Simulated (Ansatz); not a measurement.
# CH9AlN2: the cost of one run

Method: RKS B3LYP-D4/def2-SVP, in Ansatz 0.2.0.

**1. The structure to begin with**

Bond lengths: Al1–N3 1.770 Å, Al1–N4 1.770 Å, Al1–H5 1.731 Å, Al1–C6 2.288 Å, N3–H7 1.011 Å, N3–H8 1.011 Å, N4–H9 1.010 Å, N4–H10 1.010 Å, C6–H11 1.091 Å, C6–H12 1.110 Å, C6–H13 1.090 Å. Angles (14 of 18 angles, heavy atoms first): N3–Al1–N4 127.9°, N3–Al1–C6 111.4°, N4–Al1–C6 111.0°, Al1–N3–H7 123.0°, Al1–N3–H8 127.5°, N3–Al1–H5 116.0°, N4–Al1–H5 116.0°, H5–Al1–C6 37.8°, Al1–N4–H9 126.6°, Al1–N4–H10 124.3°, Al1–C6–H11 122.5°, Al1–C6–H12 82.5°, Al1–C6–H13 125.1°, H7–N3–H8 108.8°.

As a file:

```xyz
13

Al   -0.2008    0.3219    0.4506
H     1.4638   -0.5919    1.0807
N     0.0786    2.0401    0.1325
N    -1.6538   -0.4388    1.1151
H     1.1390   -0.7328    0.1541
C     0.7445   -0.9902   -1.1675
H     0.8713    2.3801   -0.3941
H    -0.3995    2.8280    0.5470
H    -2.4490    0.0337    1.5205
H    -1.7631   -1.4333    1.2510
H     0.6345   -2.0751   -1.1810
H    -0.1042   -0.6054   -1.7713
H     1.6387   -0.7364   -1.7377
```

**2. Pulling towards end A**

Springs on the bonds that form and break draw the guess towards this end; the thresholds are loose.

The input, input.yaml:

```yaml
crystal:
  periodic: [false, false, false]
  atoms:
    - { symbol: Al, position_ang: [-0.2008, 0.3219, 0.4506] }
    - { symbol: H, position_ang: [1.4638, -0.5919, 1.0807] }
    - { symbol: "N", position_ang: [0.0786, 2.0401, 0.1325] }
    - { symbol: "N", position_ang: [-1.6538, -0.4388, 1.1151] }
    - { symbol: H, position_ang: [1.139, -0.7328, 0.1541] }
    - { symbol: C, position_ang: [0.7445, -0.9902, -1.1675] }
    - { symbol: H, position_ang: [0.8713, 2.3801, -0.3941] }
    - { symbol: H, position_ang: [-0.3995, 2.828, 0.547] }
    - { symbol: H, position_ang: [-2.449, 0.0337, 1.5205] }
    - { symbol: H, position_ang: [-1.7631, -1.4333, 1.251] }
    - { symbol: H, position_ang: [0.6345, -2.0751, -1.181] }
    - { symbol: H, position_ang: [-0.1042, -0.6054, -1.7713] }
    - { symbol: H, position_ang: [1.6387, -0.7364, -1.7377] }
basis:
  gaussian: { orbitals: def2-SVP }
hamiltonian:
  xc: b3lyp
  dispersion: d4
relax:
  f_tol: 0.15
  max_steps: 25
  restrain:
    - { distance: [0, 5], at: 3.27, k: 30.0 }
    - { distance: [4, 1], at: 1.92, k: 30.0 }
    - { distance: [0, 1], at: 1.52, k: 30.0 }
    - { distance: [4, 5], at: 1.07, k: 30.0 }
output:
  orbitals: {}
```

On the command line:

```console
ansatz run input.yaml --threads 2 --pin off --max-ram 3072MiB --backend cpu --events-out ev --progress --plain --runs-dir out
```

What time and memory should one allow on 2 threads of Arm Neoverse V1, shared host?

About 24 s, with a peak of 0.22 GiB.
